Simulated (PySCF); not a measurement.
# Towards the basis-set limit for KS

One table from this session's results is given with a row withheld; the runs are named, their logs left out.

Program: PySCF 2.14.0. Level of theory: CCSD(T) on ROHF, spin-free X2C with a Gaussian nucleus. These are calculated values, not measurements.

Set-up of the first run:

```
molecule             : KS
state                : doublet, unpaired electrons π ↑
smaller basis        : K cc-pwCVDZ-X2C, S aug-cc-pVDZ-DK
larger basis         : K cc-pwCVTZ-X2C, S aug-cc-pVTZ-DK
frozen core orbitals : 10
extrapolation        : correlation as n⁻³ (n = 2, 3), Hartree–Fock as (n+1)·exp(−9√n)
corrections          : core–valence correlation
distances (Å)        : 2.6149, 2.7286, 2.8423, 2.9560, 3.0981, 3.2402
masses (u)           : 38.9637, 31.9721
dissociation limit   : K + S
```

Launch:

```bash
OMP_NUM_THREADS=4 python comp.py task.json out
```

Among the steps run: Coupled cluster at each distance.

One of the session's tables, all rows but one given; the rest of the session is left out.

It belongs to the step «Coupled cluster at each distance». Parts of the energy along the bond, in eV from K + S:

```
 R (Å)  HF/CBS  CCSD corr.      (T)  core–valence
2.6149  -1.442      -1.013  -0.0968       -0.0066
2.7286  -1.582      -0.968  -0.0931       -0.0049
2.8423  -1.638      -0.932  -0.0905       -0.0036
2.9560  -1.635      -0.903  -0.0886       -0.0026
3.0981       ?           ?        ?             ?
3.2402  -1.475      -0.854  -0.0863       -0.0010
```

Estimate the missing values for R (Å) = 3.0981.

Worked estimate for «HF/CBS». A straight line through the neighbours (2.9560, -1.635) and (3.2402, -1.475) gives -1.635 + (-1.475 + 1.635) × (3.0981 − 2.9560) / (3.2402 − 2.9560) = -1.555; a parabola fitted to 3 rows on both sides gives -1.582.

The run gave: HF/CBS: -1.575; CCSD corr.: -0.875; (T): -0.0872; core–valence: -0.0017. In «HF/CBS» the line misses by +0.020 and the parabola by -0.007.

Caveats from the session: An extrapolation from double and triple zeta is rough, so this isn't yet the limit.
